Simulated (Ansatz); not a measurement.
Which YAML input does this script hand to the engine? (the Python package of Ansatz (0.2.0))

The script, `scf_zrnif6.py`:
```python
"""SCF run for ZrNiF6."""

from pathlib import Path

import ansatz as az
import numpy as np


def main() -> None:
    zrnif6 = (
        az.Lattice.of((0.0, 3.9956, 3.9956), (3.9956, 0.0, 3.9956), (3.9956, 3.9956, 0.0))
        .atom("Zr", (0.0, 0.0, 0.0))
        .atom("Ni", (0.5, 0.5, 0.5))
        .atom("F", (0.7482, 0.2518, 0.2518))
        .atom("F", (0.2518, 0.7482, 0.7482))
        .atom("F", (0.2518, 0.7482, 0.2518))
        .atom("F", (0.7482, 0.2518, 0.7482))
        .atom("F", (0.2518, 0.2518, 0.7482))
        .atom("F", (0.7482, 0.7482, 0.2518))
        .moments(Ni=2.0)
    )

    # the calculation
    calc = (
        zrnif6.calculation()
        .spin(az.SpinTreatment.COLLINEAR)
        .occupations(az.OccupationsMethod.METHFESSEL_PAXTON, width=0.05)
        .functional("LDA")
        .kpoints(5, 5, 5)
        .density()
        .potential()
        .electron_localization_function()
        .output_files(volumetric_format="npy")
    )
    def show(event):
        row = event["data"]
        if event["event"] == "scf_iter" and row.get("free_energy_ev") is not None:
            print(f"  iteration {row['iter']:3d}  F = {row['free_energy_ev']:.6f} eV  residual {row['dr2_ev']:.2e}")


    outcome = calc.session().plan().execute(on_event=show)
    report = outcome.report

    print(f"free energy      {report['free_energy_ev']:.5f} eV")
    print(f"per atom         {report['free_energy_ev'] / len(outcome.lattice.sites):.5f} eV")
    print(f"SCF iterations   {report['n_iterations']}  (converged: {report['converged']})")

    print(f"net moment {report['magnetization_mub']:.3f} muB, absolute {report['absolute_magnetization_mub']:.3f} muB")
    for index, (site, m) in enumerate(zip(outcome.lattice.sites, report["site_moments_mub"])):
        print(f"  {index:2d} {site.symbol:2s} {m:7.3f}")

    folder = Path(outcome.write_results("fields"))
    for name in sorted(p.name for p in folder.glob("*.npy")):
        field = np.load(folder / name)
        print(f"{name:16s} {str(field.shape):16s} min {field.min():10.4f}  mean {field.mean():10.4f}  max {field.max():10.4f}")


if __name__ == "__main__":
    main()
```

```console
$ python scf_zrnif6.py
DeckWarning: basis.ecutwfc = 420 eV, auto-derived from the records' recommended cutoffs: set by Zr (normal level)
  iteration  13  F = -14619.670136 eV  residual 1.65e-08
free energy      -14619.67014 eV
per atom         -1827.45877 eV
SCF iterations   13  (converged: True)
net moment 2.000 muB, absolute 2.060 muB
   0 Zr   0.015
   1 Ni   1.659
   2 F    0.044
   3 F    0.044
   4 F    0.044
   5 F    0.044
   6 F    0.044
   7 F    0.044
elf.npy          (40, 40, 40)     min     0.0002  mean     0.2259  max     0.8281
elf_dn.npy       (40, 40, 40)     min     0.0002  mean     0.2280  max     0.8293
elf_up.npy       (40, 40, 40)     min     0.0002  mean     0.2243  max     0.8269
rho.npy          (40, 40, 40)     min     0.0003  mean     0.5644  max    60.8374
rho_spin.npy     (40, 40, 40)     min    -0.0391  mean     0.0157  max     7.0788
v_es.npy         (40, 40, 40)     min   -88.6633  mean     2.6872  max     9.6725
v_tot_dn.npy     (40, 40, 40)     min  -113.6333  mean    -6.1037  max     7.7073
v_tot_up.npy     (40, 40, 40)     min  -113.6451  mean    -6.1258  max     7.7092
```
(Warnings from the package without file and line.)

`input.yaml`:
```yaml
crystal:
  lattice:
    - [0.0, 3.9956, 3.9956]
    - [3.9956, 0.0, 3.9956]
    - [3.9956, 3.9956, 0.0]
  atoms:
    - { symbol: Zr, position: [0.0, 0.0, 0.0] }
    - { symbol: Ni, position: [0.5, 0.5, 0.5] }
    - { symbol: F, position: [0.7482, 0.2518, 0.2518] }
    - { symbol: F, position: [0.2518, 0.7482, 0.7482] }
    - { symbol: F, position: [0.2518, 0.7482, 0.2518] }
    - { symbol: F, position: [0.7482, 0.2518, 0.7482] }
    - { symbol: F, position: [0.2518, 0.2518, 0.7482] }
    - { symbol: F, position: [0.7482, 0.7482, 0.2518] }
kpoints:
  mp_grid: { grid: [5, 5, 5] }
hamiltonian:
  xc: lda
magnetization:
  spin_polarized: true
  per_species: { Ni: 2.0 }
scf:
  occupations: { method: methfessel_paxton, width: 0.05 }
output:
  write_density: true
  write_potential: true
  volumetric_format: npy
  elf: true
```

Launched from the shell:
```console
$ ansatz run input.yaml --threads 1 --pin off --max-ram 3072MiB --backend cpu --events-out ev --progress --plain --runs-dir out
Engine: ansatz 0.2.0, aarch64-unknown-linux-gnu
Pseudopotentials: kind: paw
Pseudopotential: Zr, paw, valence charge 12, recommended cutoff 420 eV (normal), Zr.paw.azcp
Pseudopotential: Ni, paw, valence charge 18, recommended cutoff 420 eV (normal), Ni.paw.azcp
Pseudopotential: F, paw, valence charge 7, recommended cutoff 420 eV (normal), F.paw.azcp
Functional definition: SPW92
  exchange = slater_x
  correlation = pw_c
Crystal: 8 atoms, lattice volume = 127.578 Å³
Basis set: ecut = 420 eV, 2445 PW (Γ)
Bands: 45, of which v1, the nominal top of the filled ones, is band 36 counted from 1 (35 counted from 0)
Symmetry: 48 space group operations
Space group: Fm-3m (ITA 225), of the structure as read, at distance tolerance 5.0e-5 Å
Magnetic group: BNS 225.116 (UNI 1618), of the structure as read, at distance tolerance 5.0e-5 Å
k-points: 10 of 125
Non-local potential: Zr, projectors of the file, l = 0: 3, l = 1: 2, l = 2: 2, l = 3: 2
Non-local potential: Ni, projectors of the file, l = 0: 3, l = 1: 2, l = 2: 3, l = 3: 1
Non-local potential: F, projectors of the file, l = 0: 2, l = 1: 2, l = 2: 1
PAW form: soft (Blöchl's): semilocal exchange-correlation on the pseudo side does not see the compensation charge
PAW frozen core: Zr, regenerated for the run's functional, and the local potential with it (the file was generated under x = pbe(κ = 0.804, μ = 0.2195149727645171), c = pbe(β = 0.06672455060314922))
PAW frozen core: Ni, regenerated for the run's functional, and the local potential with it (the file was generated under x = pbe(κ = 0.804, μ = 0.2195149727645171), c = pbe(β = 0.06672455060314922))
PAW frozen core: F, regenerated for the run's functional, and the local potential with it (the file was generated under x = pbe(κ = 0.804, μ = 0.2195149727645171), c = pbe(β = 0.06672455060314922))
PAW one-centre angular grid: Zr, 590 points (default); XC on 64 Gauss nodes
PAW one-centre angular grid: Ni, 590 points (default); XC on 64 Gauss nodes
PAW one-centre angular grid: F, 110 points (default); XC on 64 Gauss nodes
Initial density: superposition of atomic densities (chi_scale 0.1, normalization cell, long waves kept (reshape's long-wave potential 0.01 eV rms))
Starting moments: Σ|m| = 2 μB on 1 of 8 sites
Initial wavefunctions: pseudopotential atomic-orbital guess
Functional: x = slater, c = lda
SCF iter   1: F=—  HF=-14627.466212 eV  |F-HF|=—  |Δ(HF+E_count)|=         —  Δρ=2.17e-1 (↑8.24e-2 ↓2.17e-1)  dr2=8.41e1  dr2_m=7.47e0  M=0.097 μB ∫|m|=0.113 μB  β_m=0.30  ethr=3.10e-3  ⟨swp⟩=7.0  Hψ=3634  notcnv=0  defer=1
Mixer restart at iter 1: flushing history
preconditioner: auto → none  [metal: Δε(μ)=0.003 eV  Ē_g=14.540 eV  σ=0.050 eV  W_gap=0.03  n_scr=26 (ndim 8)  ℏωp=25.9 eV  f_vac=0.242  D(μ)=14.49/eV (n_scr^D=180)  sad-step TF]
SCF iter   2: F=—  HF=-14621.578514 eV  |F-HF|=—  |Δ(HF+E_count)|=    5.89e0  Δρ=4.24e-2 (↑2.94e-2 ↓4.24e-2)  dr2=3.48e0  dr2_m=6.61e-1  M=2.000 μB ∫|m|=2.018 μB  β_m=0.30  ethr=3.10e-3  ⟨swp⟩=3.7  Hψ=2374  notcnv=0  defer=57
preconditioner: auto → Resta (q_TF=auto, 2.480 Å⁻¹)  ε∞=3.9  [insulator: Δε(μ)=0.805 eV  Ē_g=15.311 eV  σ=0.050 eV  W_gap=1.00  n_scr=26 (ndim 8)  ℏωp=25.9 eV  f_vac=0.237  D(μ)=0.00/eV (n_scr^D=0)  ε∞_Penn≈3.9]
spin=Collinear: Resta preconditioning applied to the charge; magnetization (m = ρ↑ − ρ↓) channel mixes plain (no charge-response kernel on spin).
SCF iter   3: F=—  HF=-14620.449377 eV  |F-HF|=—  |Δ(HF+E_count)|=    1.13e0  Δρ=2.98e-2 (↑2.24e-2 ↓2.98e-2)  dr2=1.89e0  dr2_m=3.68e-1  M=2.000 μB ∫|m|=2.025 μB  β_m=0.61  ethr=3.10e-3  ⟨swp⟩=2.0  Hψ=1250  notcnv=0  defer=73
SCF iter   4: F=—  HF=-14619.708227 eV  |F-HF|=—  |Δ(HF+E_count)|=   7.41e-1  Δρ=1.75e-2 (↑8.01e-3 ↓1.75e-2)  dr2=4.02e-1  dr2_m=3.66e-2  M=2.000 μB ∫|m|=2.063 μB  β_m=0.64  ethr=2.62e-3  ⟨swp⟩=3.1  Hψ=1637  notcnv=0  defer=75
SCF iter   5: F=—  HF=-14619.668149 eV  |F-HF|=—  |Δ(HF+E_count)|=   4.01e-2  Δρ=9.02e-3 (↑3.56e-3 ↓9.02e-3)  dr2=1.08e-1  dr2_m=2.13e-2  M=2.000 μB ∫|m|=2.059 μB  β_m=0.72  ethr=5.59e-4  ⟨swp⟩=3.6  Hψ=1870  notcnv=0  defer=73
SCF iter   6: F=—  HF=-14619.668488 eV  |F-HF|=—  |Δ(HF+E_count)|=   3.39e-4  Δρ=3.02e-3 (↑1.80e-3 ↓3.02e-3)  dr2=6.76e-3  dr2_m=5.86e-3  M=2.000 μB ∫|m|=2.057 μB  β_m=0.82  ethr=1.50e-4  ⟨swp⟩=2.9  Hψ=1628  notcnv=0  defer=69
SCF iter   7: F=—  HF=-14619.669714 eV  |F-HF|=—  |Δ(HF+E_count)|=   1.23e-3  Δρ=1.30e-3 (↑8.51e-4 ↓1.30e-3)  dr2=2.60e-3  dr2_m=8.31e-4  M=2.000 μB ∫|m|=2.059 μB  β_m=0.91  ethr=9.39e-6  ⟨swp⟩=2.0  Hψ=1002  notcnv=0  defer=69
SCF iter   8: F=—  HF=-14619.669996 eV  |F-HF|=—  |Δ(HF+E_count)|=   2.82e-4  Δρ=1.99e-4 (↑1.57e-4 ↓1.99e-4)  dr2=5.35e-5  dr2_m=3.07e-5  M=2.000 μB ∫|m|=2.060 μB  β_m=0.96  ethr=3.61e-6  ⟨swp⟩=2.0  Hψ=1339  notcnv=0  defer=69
SCF iter   9: F=—  HF=-14619.670130 eV  |F-HF|=—  |Δ(HF+E_count)|=   1.34e-4  Δρ=6.82e-5 (↑6.82e-5 ↓4.78e-5)  dr2=2.31e-6  dr2_m=3.17e-6  M=2.000 μB ∫|m|=2.061 μB  β_m=0.98  ethr=7.44e-8  ⟨swp⟩=2.1  Hψ=1386  notcnv=0  defer=69
SCF iter  10: F=—  HF=-14619.670135 eV  |F-HF|=—  |Δ(HF+E_count)|=         —  Δρ=1.79e-5 (↑4.80e-6 ↓1.79e-5)  dr2=5.36e-7  dr2_m=9.31e-8  M=2.000 μB ∫|m|=2.061 μB  β_m=0.98  ethr=3.21e-9  ⟨swp⟩=2.0  Hψ=1318  notcnv=0  defer=69
Mixer restart at iter 10: flushing history
iteration 10: the input's own smearing fills from here on; a Gaussian of 0.05 eV has filled iterations ahead of it
SCF iter  11: F=—  HF=-14619.670136 eV  |F-HF|=—  |Δ(HF+E_count)|=   8.12e-7  S|Δr|=    0.00e0  Δρ=1.60e-5 (↑1.14e-5 ↓1.60e-5)  dr2=5.44e-7  dr2_m=1.13e-8  M=2.000 μB ∫|m|=2.061 μB  β_m=0.80  ethr=7.44e-10  ⟨swp⟩=2.0  Hψ=1551  notcnv=0  defer=69
SCF iter  12: F=—  HF=-14619.670136 eV  |F-HF|=—  |Δ(HF+E_count)|=   4.19e-8  S|Δr|=    0.00e0  Δρ=7.91e-6 (↑4.95e-6 ↓7.91e-6)  dr2=1.51e-7  dr2_m=3.27e-9  M=2.000 μB ∫|m|=2.061 μB  β_m=0.69  ethr=7.44e-10  ⟨swp⟩=2.0  Hψ=1551  notcnv=0  defer=69
SCF iter  13: F=-14619.670136 eV  HF=-14619.670136 eV  |F-HF|=3.41e-8  |Δ(HF+E_count)|=   5.01e-8  S|Δr|=    0.00e0  Δρ=1.75e-6 (↑1.32e-6 ↓1.75e-6)  dr2=1.65e-8  dr2_m=1.48e-10  M=2.000 μB ∫|m|=2.061 μB  ethr=1.39e-10  ⟨swp⟩=10.2  Hψ=3013  notcnv=0
SCF 1 converged in 13 iterations: F = -14619.670136 eV  dr2 = 1.65e-8
  greatest PAW one-centre occupation: 1.003 electrons in one spin orbital (limit 2), on the Ni atom at site 1 (counted from 0), in its partial waves of l = 1
this state was not tested for a lower state beside it, because cold or Methfessel-Paxton smearing, or corrected tetrahedra, fill the levels in a way that the test cannot read (fill_not_monotonic; see scf.lower_state_search)
SCF converged after 13 iterations
Magnetization: 2.0000 μB (37.0000 up, 35.0000 down)
Absolute magnetization: 2.0596 μB (∫|ρ↑−ρ↓|, with the PAW one-centre terms)
Spin contamination: 0.0029 ħ² per cell (⟨S²⟩ above its minimum at these occupations)
Per-site moments (μB) at R_I (Å): [(0.015498826045744032, 0.8300259660000002), (1.6592490741410075, 0.8181590339999999), (0.04406868645728056, 0.8181590339999999), (0.04406868645728058, 0.8181590339999999), (0.04406868645728061, 0.8181590339999999), (0.044068686457280556, 0.8181590339999999), (0.04406868645728063, 0.8181590339999999), (0.04406868645728061, 0.8181590339999999)]
Free energy (F): -14619.670136 eV
Harris-Foulkes:  -14619.670136 eV  (|F-HF|=3.41e-8)
Internal energy: -14619.670136 eV  (E = F + TS)
E sigma→0 (E₀):  -14619.670136 eV
Fermi energy:    3.315162 eV
Step filling:    the computed levels leave a gap of 1.0536 eV = 21.1 smearing widths at the electron count; against every level under it full and every level over it empty, smearing changes F+E_penalty+E_count by +9.25e-49 meV and its σ→0 estimate by -5.09e-47 meV
--- Per-component energies (eV) ---
  E_band       = -1081.506728
  E_kinetic    = 1834.114624
  E_local      = -11225.519971  (includes V_loc(G=0)·N_el)
  E_nonlocal   = 1179.421471
  E_hartree    = 4519.502298
  E_xc         = -706.463513
  E_vxc        = -897.257323  (∫ρ·V_xc dr)
  E_paw        = -5537.710033  (= ΣΔE_a)
  E_vpaw       = -1011.270017  (= ΣTr[D̂ρ^β])
  E_aug_tail   = 0.012426  (compensation charges beyond the density's cutoff)
  E_ewald      = -4684.511470
  E_core_change = 1.484032  (= ΣΔE_core)
  E_smearing   = 0.000000  (= −TS)
  E_closure    = -0.000000  (closes the sum)
  Σ components = -14619.670136   (vs F -14619.670136, Δ=0.00e0)
--- Band table (eV; the first three rows and the last of 20) ---
  k-point 0 ↑: bands = ["-100.3861", "-61.1815", "-61.1815", "-61.1815", "-46.0798", "-24.7229", "-24.7229", "-24.7229", "-20.0537", "-19.7178", "-19.7178", "-18.8998", "-18.8998", "-18.8998", "-4.2105", "-3.9244", "-3.9244", "-2.7271", "-2.7271", "-2.7271", "-2.3170", "-2.3170", "-2.3170", "-0.8539", "-0.8539", "-0.8539", "-0.8137", "-0.8137", "-0.8137", "-0.2069", "-0.2069", "-0.2069", "1.3799", "1.3799", "1.3799", "1.5829", "1.5829", "6.7866", "6.7866", "6.7866", "7.1921", "10.8842", "10.8842", "11.5647", "12.5967"]
  k-point 1 ↑: bands = ["-100.3861", "-61.1815", "-61.1815", "-61.1815", "-46.0798", "-24.7284", "-24.7223", "-24.7223", "-19.9771", "-19.7377", "-19.7377", "-18.9807", "-18.8789", "-18.8789", "-4.0216", "-3.8350", "-3.8350", "-2.6877", "-2.6068", "-2.6068", "-2.4171", "-2.4149", "-2.4149", "-1.1498", "-1.0962", "-1.0962", "-0.8595", "-0.8595", "-0.7601", "-0.2990", "-0.2990", "-0.2682", "1.4497", "1.4624", "1.4624", "1.8010", "1.8010", "6.7618", "6.7955", "6.7955", "7.6296", "10.6796", "10.6796", "11.4896", "12.3312"]
  k-point 2 ↑: bands = ["-100.3861", "-61.1815", "-61.1815", "-61.1814", "-46.0798", "-24.7371", "-24.7214", "-24.7214", "-19.8172", "-19.7678", "-19.7678", "-19.1475", "-18.8468", "-18.8468", "-3.6395", "-3.6395", "-3.5350", "-2.9658", "-2.6912", "-2.6912", "-2.2628", "-2.2109", "-2.2109", "-1.7524", "-1.6385", "-1.6385", "-0.7703", "-0.7703", "-0.6166", "-0.5284", "-0.5284", "-0.4210", "1.5460", "1.5768", "1.5768", "2.1185", "2.1185", "6.7193", "6.8087", "6.8087", "8.7587", "10.2453", "10.3794", "10.3794", "12.2299"]
  k-point 9 ↓: bands = ["-98.3145", "-59.1745", "-59.1745", "-59.1745", "-46.0599", "-24.7017", "-24.6974", "-24.6953", "-19.8520", "-19.6863", "-19.6431", "-18.9000", "-18.8271", "-18.7899", "-4.2137", "-3.4953", "-3.0761", "-2.4881", "-2.3913", "-2.2411", "-2.0475", "-1.9122", "-1.7187", "-1.4788", "-1.3591", "-1.1013", "-1.0118", "-0.9518", "-0.8238", "-0.8153", "-0.5281", "-0.3178", "2.6609", "2.7395", "2.7843", "4.0016", "4.1618", "6.8357", "6.8476", "6.9108", "9.0042", "10.0716", "10.5681", "10.8765", "11.8670"]
```

Absolute energies stand on the zero of these potentials, so only differences at equal settings mean something. Other magnetic orders than the one started from may lie lower. With one magnetic atom the cell can hold only ferromagnetic order. Without a Hubbard U or exact exchange, semilocal functionals often make such 3d compounds metallic or too weakly gapped. Densities and potentials on the grid are those of the valence electrons, and inside the cores they hang on the potentials used. The structure comes from a database of computed cells and needn't be a stable or known phase. Cost: roughly 13 core-seconds.

(Lines on the test bed's own set-up are left out of the output.)
